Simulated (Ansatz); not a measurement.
**C₂H₆GeO₂: basis-set convergence**

One table from this session's results is given with a row withheld; the runs are named, their logs left out.

The runs use Ansatz 0.2.0, Gaussian basis; one geometry, several basis sets.

Plan: PBE0-D4/def2-SVP; ωB97M-V/def2-SVP; PBE0-D4/def2-QZVPP; ωB97M-V/def2-QZVPP; the functionals' def2-TZVPP values are taken from earlier runs.

## The relaxed structure

An earlier PBE0-D4 in a triple-zeta def2 set relaxation fixed the geometry.

SMILES `CC(=O)[O][GeH3]`, 11 atoms, charge 0, spin multiplicity 1.

Atoms are counted from 1 here; the program's logs count them from 0.

Bond lengths: C1–C2 1.497 Å, C1–H6 1.087 Å, C1–H7 1.092 Å, C1–H8 1.092 Å, C2–O3 1.209 Å, C2–O4 1.328 Å, O4–Ge5 1.834 Å, Ge5–H9 1.529 Å, Ge5–H10 1.534 Å, Ge5–H11 1.529 Å. Angles: C2–C1–H6 110.0°, C2–C1–H7 109.6°, C2–C1–H8 109.6°, H6–C1–H7 110.2°, H6–C1–H8 110.2°, H7–C1–H8 107.2°, C1–C2–O3 124.8°, C1–C2–O4 113.2°, O3–C2–O4 122.1°, C2–O4–Ge5 112.9°, O4–Ge5–H9 109.1°, O4–Ge5–H10 100.1°, O4–Ge5–H11 109.1°, H9–Ge5–H10 111.9°, H9–Ge5–H11 113.7°, H10–Ge5–H11 111.9°.

Set-up of the first run:

Input file in.yaml:

```yaml
crystal:
  periodic: [false, false, false]
  atoms:
    - {symbol: C, position_ang: [-0.090474, -1.581416, 1.218867]}
    - {symbol: C, position_ang: [-0.290492, -0.567804, 0.135392]}
    - {symbol: O, position_ang: [-1.119195, -0.649998, -0.741095]}
    - {symbol: O, position_ang: [0.544505, 0.461457, 0.221681]}
    - {symbol: Ge, position_ang: [0.290166, 1.698243, -1.108113]}
    - {symbol: H, position_ang: [-0.791466, -2.402637, 1.093689]}
    - {symbol: H, position_ang: [0.935457, -1.952940, 1.189061]}
    - {symbol: H, position_ang: [-0.234364, -1.109004, 2.192449]}
    - {symbol: H, position_ang: [-1.116612, 2.283817, -0.984674]}
    - {symbol: H, position_ang: [1.370938, 2.720601, -0.735552]}
    - {symbol: H, position_ang: [0.566739, 1.042679, -2.461205]}
basis:
  gaussian: {orbitals: def2-SVP}
hamiltonian: {xc: pbe0, dispersion: d4}
output: {orbitals: {seedname: orbitals}}
```

Among the steps run: PBE0-D4 in def2-SVP; ωB97M-V in def2-SVP; PBE0-D4 in def2-QZVPP; ωB97M-V in def2-QZVPP.

One of the session's tables, all rows but one given; the rest of the session is left out.

| functional | basis | HOMO (eV) | LUMO (eV) |
| --- | --- | --- | --- |
| PBE0-D4 | def2-SVP | -7.91 | 0.39 |
| PBE0-D4 | def2-TZVPP | -8.02 | 0.18 |
| PBE0-D4 | def2-QZVPP | -8.05 | -0.10 |
| ωB97M-V | def2-SVP | ? | ? |
| ωB97M-V | def2-TZVPP | -10.45 | 1.93 |
| ωB97M-V | def2-QZVPP | -10.48 | 1.32 |

**Question.** Estimate the row for ωB97M-V, def2-SVP.

As computed: HOMO (eV): -10.32; LUMO (eV): 2.29. In the column «HOMO (eV)» it lies between ωB97M-V, def2-TZVPP (-10.45) and PBE0-D4, def2-QZVPP (-8.05).
